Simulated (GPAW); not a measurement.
The system is TaO.

```
CELL_PARAMETERS angstrom
3.06611 0.00000 0.00000
-1.53306 2.65533 0.00000
0.00000 0.00000 3.85502
ATOMIC_POSITIONS crystal
Ta 0.00000 0.00000 0.50000
O 0.00000 0.00000 0.00000
```

The cell was built by a generator and needn't be a form met in nature.

Base run:

* Program: GPAW 26.7.0
* Functional: PBE
* Potentials or basis: GPAW PAW data sets (gpaw-data 1.2.1)
* Cutoff: 800 eV
* Basis: pw
* k mesh: 9 × 9 × 6
* Occupations: fermi-dirac, width 0.05 eV
* Spin: no spin polarisation
* Hubbard terms: Ta d U = 2 eV

Its results: band gap on the k mesh none (metal or under the smearing width); pressure 3.8 GPa.

Task: The run is repeated on the same cell with these changes: hubbard terms from Ta d U = 2 eV to Ta d U = 5 eV. What comes out?

Result: Band gap on the k mesh none (metal or under the smearing width); pressure 9.1 GPa.

Caveats: an odd number of electrons without spin polarisation forces a metal; a magnetic or distorted state may lie lower; U without spin polarisation on a metal has little footing.
